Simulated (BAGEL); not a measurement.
**GaNH6 (SMILES [NH3+][GaH3-]) at 4 levels**

Aim: a comparison of 4 runs (HF/STO-3G, B3LYP/6-31G*, PBE0/aug-cc-pVDZ, RI-MP2/aug-cc-pVDZ) of GaNH6. 

Program for the calculation: BAGEL 1.2.2.

3 further runs of the same task are left out: 3 that didn't finish. Runs told in other sessions of the task aren't counted.

**1. Starting point**

GaNH6: 8 atoms, total charge 0, spin state singlet. SMILES: `[NH3+][GaH3-]`. The shape is that of a PBE0-D4/def2-TZVP optimisation.

Bond lengths: N1–Ga2 2.151 Å, N1–H3 1.013 Å, N1–H4 1.013 Å, N1–H5 1.013 Å, Ga2–H6 1.582 Å, Ga2–H7 1.582 Å, Ga2–H8 1.582 Å. Some angles: N1–Ga2–H6 98.3°, N1–Ga2–H7 98.3°, N1–Ga2–H8 98.3°, Ga2–N1–H3 110.7°, Ga2–N1–H4 110.7°, Ga2–N1–H5 110.7°, H6–Ga2–H7 118.0°, H6–Ga2–H8 118.0°, H7–Ga2–H8 118.0°, H3–N1–H4 108.2°.

**2. The energy at HF/STO-3G (density fitting with qzvpp-jkfit) (run 1)**

job.json

```json
{ "bagel": [

{
  "title": "molecule",
  "basis": "sto-3g",
  "df_basis": "qzvpp-jkfit",
  "angstrom": true,
  "geometry": [
    { "atom": "N", "xyz": [      -0.313300,      -0.153600,      -0.970200 ] },
    { "atom": "Ga", "xyz": [       0.367200,       0.153200,       1.047500 ] },
    { "atom": "H", "xyz": [      -0.334500,       0.723200,      -1.478000 ] },
    { "atom": "H", "xyz": [      -1.247400,      -0.546600,      -0.977000 ] },
    { "atom": "H", "xyz": [       0.302300,      -0.790400,      -1.462500 ] },
    { "atom": "H", "xyz": [      -0.755200,       1.164500,       1.515600 ] },
    { "atom": "H", "xyz": [       1.800200,       0.736200,       0.718800 ] },
    { "atom": "H", "xyz": [       0.273000,      -1.343500,       1.550100 ] }
  ]
},

{ "title": "hf" },

{ "title": "print", "file": "orbitals.molden", "orbitals": true }

]}
```

On the command line:

```sh
$ BAGEL_NUM_THREADS=1 BAGEL job.json > job.out
```

What it wrote:

```text
* using 1 threads per process

  ===============================================================
  ===============================================================

  *** Geometry ***

  { "atom" : "N", "xyz" : [     -0.592051,     -0.290262,     -1.833412 ] },
  { "atom" : "Ga", "xyz" : [      0.693907,      0.289506,      1.979488 ] },
  { "atom" : "H", "xyz" : [     -0.632113,      1.366650,     -2.793015 ] },
  { "atom" : "H", "xyz" : [     -2.357244,     -1.032924,     -1.846262 ] },
  { "atom" : "H", "xyz" : [      0.571264,     -1.493640,     -2.763724 ] },
  { "atom" : "H", "xyz" : [     -1.427121,      2.200586,      2.864069 ] },
  { "atom" : "H", "xyz" : [      3.401885,      1.391216,      1.358335 ] },
  { "atom" : "H", "xyz" : [      0.515895,     -2.538847,      2.929264 ] },

  Number of auxiliary basis functions:      451

  Since a DF basis is specified, we compute 2- and 3-index integrals:
    o Being stored without compression. Storage requirement is 0.003 GB

  Number of basis functions:       29
  Number of electrons      :       44

    * METHOD: MOLECULE                             0.15

  *** RHF ***

  === Nuclear Repulsion ===
   120.7241372228

      * DIIS with orbital gradients will be used.

  === RHF iteration (sto-3g) ===
      0      -1958.06577092          0.00727719           0.02
      1      -1958.09497577          0.00240237           0.02
      2      -1958.09806476          0.00075356           0.02
      3      -1958.09846830          0.00037382           0.02
      4      -1958.09865392          0.00021965           0.02
      5      -1958.09875519          0.00003975           0.02
      6      -1958.09875731          0.00001237           0.02
      7      -1958.09875749          0.00000500           0.02
      8      -1958.09875753          0.00000128           0.02
      9      -1958.09875753          0.00000026           0.02
     10      -1958.09875753          0.00000006           0.02
     11      -1958.09875753          0.00000003           0.02
     12      -1958.09875753          0.00000001           0.02
    * SCF iteration converged.

    * Permanent dipole moment:
           (    0.733551,     0.330691,     2.175016) a.u.

    * METHOD: HF                                   0.35

    * METHOD: PRINT                                0.00

  ===============================================================
```

It took 0.66 s on 1 thread of Arm Neoverse V1, shared host.

**3. The energy at B3LYP/6-31G(d) (density fitting with qzvpp-jkfit, spherical functions) (run 2)**

input.json

```json
{ "bagel": [

{
  "title": "molecule",
  "basis": "6-31gs.json",
  "df_basis": "qzvpp-jkfit",
  "angstrom": true,
  "geometry": [
    { "atom": "N", "xyz": [   -0.313300,   -0.153600,   -0.970200 ] },
    { "atom": "Ga", "xyz": [    0.367200,    0.153200,    1.047500 ] },
    { "atom": "H", "xyz": [   -0.334500,    0.723200,   -1.478000 ] },
    { "atom": "H", "xyz": [   -1.247400,   -0.546600,   -0.977000 ] },
    { "atom": "H", "xyz": [    0.302300,   -0.790400,   -1.462500 ] },
    { "atom": "H", "xyz": [   -0.755200,    1.164500,    1.515600 ] },
    { "atom": "H", "xyz": [    1.800200,    0.736200,    0.718800 ] },
    { "atom": "H", "xyz": [    0.273000,   -1.343500,    1.550100 ] }
  ]
},
{ "title": "ks", "xc_func": "b3lyp" },
{ "title": "print", "file": "orbitals.molden", "orbitals": true }

]}
```

The basis set 6-31G* is read from a file made from the Basis Set Exchange's data (not shown).

On the command line:

```sh
$ BAGEL_NUM_THREADS=1 BAGEL input.json > input.out
```

What it wrote:

```text
* using 1 threads per process

  ===============================================================
  ===============================================================

  *** Geometry ***

  { "atom" : "N", "xyz" : [     -0.592051,     -0.290262,     -1.833412 ] },
  { "atom" : "Ga", "xyz" : [      0.693907,      0.289506,      1.979488 ] },
  { "atom" : "H", "xyz" : [     -0.632113,      1.366650,     -2.793015 ] },
  { "atom" : "H", "xyz" : [     -2.357244,     -1.032924,     -1.846262 ] },
  { "atom" : "H", "xyz" : [      0.571264,     -1.493640,     -2.763724 ] },
  { "atom" : "H", "xyz" : [     -1.427121,      2.200586,      2.864069 ] },
  { "atom" : "H", "xyz" : [      3.401885,      1.391216,      1.358335 ] },
  { "atom" : "H", "xyz" : [      0.515895,     -2.538847,      2.929264 ] },

  Number of auxiliary basis functions:      451

  Since a DF basis is specified, we compute 2- and 3-index integrals:
    o Being stored without compression. Storage requirement is 0.012 GB

  Number of basis functions:       58
  Number of electrons      :       44

    * METHOD: MOLECULE                             0.19

  *** Kohn-Sham DFT ***

    * Removing 12740 points whose weight is below 1.00e-10
    * Grid points: 106508

  === Nuclear Repulsion ===
   120.7241372228

       - DIIS with orbital gradients will be used.

  === KS iteration (b3lyp / 6-31gs.json) ===
      0      -1911.52949064          0.10485479           0.29
      1      -1677.98478109          0.26349303           0.27
      2      -1862.81796441          0.10825402           0.27
      3      -1738.43487386          0.31719194           0.27
      4      -1862.88910001          0.39652261           0.27
      5      -1868.28884532          0.33200649           0.27
[... 23 lines of this table left out ...]
     29      -1982.97973647          0.00000001           0.27
     30      -1982.97973647          0.00000000           0.27
    * SCF iteration converged.

    * Permanent dipole moment:
           (    0.661139,     0.298052,     1.960446) a.u.

    * METHOD: KS                                   8.87

    * METHOD: PRINT                                0.01

  ===============================================================
```

Wall time 9.3 s (1 thread of Arm Neoverse V1, shared host); peak memory 0.33 GiB.

**4. A single-point energy at PBE0/aug-cc-pVDZ (density fitting with qzvpp-jkfit) (run 3)**

calc.json

```json
{ "bagel": [

{
  "title": "molecule",
  "basis": "aug-cc-pvdz.json",
  "df_basis": "qzvpp-jkfit",
  "angstrom": true,
  "geometry": [
    { "atom": "N", "xyz": [      -0.313300,      -0.153600,      -0.970200 ] },
    { "atom": "Ga", "xyz": [       0.367200,       0.153200,       1.047500 ] },
    { "atom": "H", "xyz": [      -0.334500,       0.723200,      -1.478000 ] },
    { "atom": "H", "xyz": [      -1.247400,      -0.546600,      -0.977000 ] },
    { "atom": "H", "xyz": [       0.302300,      -0.790400,      -1.462500 ] },
    { "atom": "H", "xyz": [      -0.755200,       1.164500,       1.515600 ] },
    { "atom": "H", "xyz": [       1.800200,       0.736200,       0.718800 ] },
    { "atom": "H", "xyz": [       0.273000,      -1.343500,       1.550100 ] }
  ]
},

{
  "title": "ks",
  "xc_func": "pbe0"
},

{
  "title": "print",
  "file": "orbitals.molden",
  "orbitals": true
}

]}
```

The basis set aug-cc-pVDZ is read from a file made from the Basis Set Exchange's data (not shown).

On the command line:

```sh
$ BAGEL_NUM_THREADS=1 BAGEL calc.json > calc.out
```

What it wrote:

```text
* using 1 threads per process

  ===============================================================
  ===============================================================

  *** Geometry ***

  { "atom" : "N", "xyz" : [     -0.592051,     -0.290262,     -1.833412 ] },
  { "atom" : "Ga", "xyz" : [      0.693907,      0.289506,      1.979488 ] },
  { "atom" : "H", "xyz" : [     -0.632113,      1.366650,     -2.793015 ] },
  { "atom" : "H", "xyz" : [     -2.357244,     -1.032924,     -1.846262 ] },
  { "atom" : "H", "xyz" : [      0.571264,     -1.493640,     -2.763724 ] },
  { "atom" : "H", "xyz" : [     -1.427121,      2.200586,      2.864069 ] },
  { "atom" : "H", "xyz" : [      3.401885,      1.391216,      1.358335 ] },
  { "atom" : "H", "xyz" : [      0.515895,     -2.538847,      2.929264 ] },

  Number of auxiliary basis functions:      451

  Since a DF basis is specified, we compute 2- and 3-index integrals:
    o Being stored without compression. Storage requirement is 0.046 GB

  Number of basis functions:      113
  Number of electrons      :       44

    * METHOD: MOLECULE                             0.26

  *** Kohn-Sham DFT ***

    * Removing 12740 points whose weight is below 1.00e-10
    * Grid points: 106508

  === Nuclear Repulsion ===
   120.7241372228

       - DIIS with orbital gradients will be used.

  === KS iteration (pbe0 / aug-cc-pvdz.json) ===
      0      -1967.35975338          0.06666876           0.55
      1      -1893.47866657          0.18251859           0.53
      2      -1956.19681642          0.07688766           0.54
      3      -1867.84154400          0.20914409           0.53
      4      -1967.19155220          0.08504477           0.54
      5      -1982.64700822          0.02039292           0.54
      6      -1982.83948286          0.00707220           0.54
      7      -1982.85361193          0.00328019           0.54
      8      -1982.85862222          0.00248406           0.54
      9      -1982.86166252          0.00025202           0.53
     10      -1982.86170303          0.00005759           0.54
     11      -1982.86170545          0.00000927           0.53
     12      -1982.86170549          0.00000164           0.53
     13      -1982.86170549          0.00000045           0.53
     14      -1982.86170549          0.00000004           0.53
     15      -1982.86170549          0.00000001           0.53
    * SCF iteration converged.

    * Permanent dipole moment:
           (    0.616737,     0.278031,     1.828818) a.u.

    * METHOD: KS                                   9.29

    * METHOD: PRINT                                0.03

  ===============================================================
```

Wall time 9.9 s (1 thread of Arm Neoverse V1, shared host); peak memory 0.55 GiB.

**5. The energy at RI-MP2/aug-cc-pVDZ (density fitting with qzvpp-jkfit) (run 4)**

calc.json

```json
{ "bagel" : [

{
  "title" : "molecule",
  "basis" : "aug-cc-pvdz.json",
  "df_basis" : "qzvpp-jkfit",
  "angstrom" : "true",
  "geometry" : [
    { "atom" : "N", "xyz" : [   -0.313300,   -0.153600,   -0.970200 ] },
    { "atom" : "Ga", "xyz" : [    0.367200,    0.153200,    1.047500 ] },
    { "atom" : "H", "xyz" : [   -0.334500,    0.723200,   -1.478000 ] },
    { "atom" : "H", "xyz" : [   -1.247400,   -0.546600,   -0.977000 ] },
    { "atom" : "H", "xyz" : [    0.302300,   -0.790400,   -1.462500 ] },
    { "atom" : "H", "xyz" : [   -0.755200,    1.164500,    1.515600 ] },
    { "atom" : "H", "xyz" : [    1.800200,    0.736200,    0.718800 ] },
    { "atom" : "H", "xyz" : [    0.273000,   -1.343500,    1.550100 ] }
  ]
},
{
  "title" : "hf"
},
{
  "title" : "mp2",
  "ncore" : 10
}

]}
```

The basis set aug-cc-pVDZ is read from a file made from the Basis Set Exchange's data (not shown).

On the command line:

```sh
$ BAGEL_NUM_THREADS=1 BAGEL calc.json > calc.out
```

What it wrote:

```text
* using 1 threads per process

  ===============================================================
  ===============================================================

  *** Geometry ***

  { "atom" : "N", "xyz" : [     -0.592051,     -0.290262,     -1.833412 ] },
  { "atom" : "Ga", "xyz" : [      0.693907,      0.289506,      1.979488 ] },
  { "atom" : "H", "xyz" : [     -0.632113,      1.366650,     -2.793015 ] },
  { "atom" : "H", "xyz" : [     -2.357244,     -1.032924,     -1.846262 ] },
  { "atom" : "H", "xyz" : [      0.571264,     -1.493640,     -2.763724 ] },
  { "atom" : "H", "xyz" : [     -1.427121,      2.200586,      2.864069 ] },
  { "atom" : "H", "xyz" : [      3.401885,      1.391216,      1.358335 ] },
  { "atom" : "H", "xyz" : [      0.515895,     -2.538847,      2.929264 ] },

  Number of auxiliary basis functions:      451

  Since a DF basis is specified, we compute 2- and 3-index integrals:
    o Being stored without compression. Storage requirement is 0.046 GB

  Number of basis functions:      113
  Number of electrons      :       44

    * METHOD: MOLECULE                             0.27

  *** RHF ***

  === Nuclear Repulsion ===
   120.7241372228

      * DIIS with orbital gradients will be used.

  === RHF iteration (aug-cc-pvdz.json) ===
      0      -1980.82314202          0.02320884           0.10
      1      -1981.05390894          0.01642983           0.10
      2      -1981.16137011          0.00188898           0.10
      3      -1981.16325324          0.00027482           0.10
      4      -1981.16330436          0.00007024           0.10
      5      -1981.16330779          0.00001840           0.10
      6      -1981.16330806          0.00000336           0.10
      7      -1981.16330807          0.00000092           0.10
      8      -1981.16330807          0.00000022           0.10
      9      -1981.16330807          0.00000005           0.10
     10      -1981.16330807          0.00000001           0.10
     11      -1981.16330807          0.00000000           0.10
    * SCF iteration converged.

    * Permanent dipole moment:
           (    0.625664,     0.282059,     1.855322) a.u.

    * METHOD: HF                                   1.44

  *** RHF ***

  === Nuclear Repulsion ===
   120.7241372228

      * DIIS with orbital gradients will be used.

  === RHF iteration (aug-cc-pvdz.json) ===
      0      -1981.16330807          0.00000000           0.10
    * SCF iteration converged.

    * Permanent dipole moment:
           (    0.625664,     0.282059,     1.855322) a.u.

  === DF-MP2 calculation ===

    * freezing 10 orbitals
    * 3-index integral transformation done
    * assembly done

      MP2 correlation energy:   -0.3122181477      0.07

      MP2 total energy:       -1981.4755262174

    * METHOD: MP2                                  0.29

  ===============================================================
```

Run time: 2.2 s. Hardware: 1 thread of Arm Neoverse V1, shared host; peak memory 0.14 GiB.

**6. All runs side by side**

| run | level | frozen core orbitals | energy (Eh) | dipole moment (D) | HOMO energy (eV) | LUMO energy (eV) | wall time |
| --- | --- | --- | --- | --- | --- | --- | --- |
| 1 | HF/STO-3G (density fitting with qzvpp-jkfit) | – | -1958.098758 | 5.89 | -5.11 | 10.13 | 0.66 s |
| 2 | B3LYP/6-31G* (density fitting with qzvpp-jkfit, spherical functions) | – | -1982.979736 | 5.31 | -7.21 | -0.21 | 9.3 s |
| 3 | PBE0/aug-cc-pVDZ (density fitting with qzvpp-jkfit) | – | -1982.861705 | 4.96 | -7.48 | -0.90 | 9.9 s |
| 4 | RI-MP2/aug-cc-pVDZ (density fitting with qzvpp-jkfit) | 10 | -1981.475526 | – | – | – | 2.2 s |

**7. Outcome**

| quantity | value |
| --- | --- |
| run 4: total energy | -1981.47553 Eh |
| run 4: correlation energy (10 core orbitals frozen) | -312.2 mEh |

Over runs 1, 2, 3 the dipole moment (its size) runs from 4.96 D (PBE0/aug-cc-pVDZ) to 5.89 D (HF/STO-3G). The two ends differ in method and basis. Over runs 1, 2, 3 the HOMO–LUMO gap runs from 6.59 eV (PBE0/aug-cc-pVDZ) to 15.24 eV (HF/STO-3G). Totals of different functionals can't be ranked against each other. In run 1 the basis is minimal, so the values are rough. All runs together took 22 s, the longest 9.9 s.
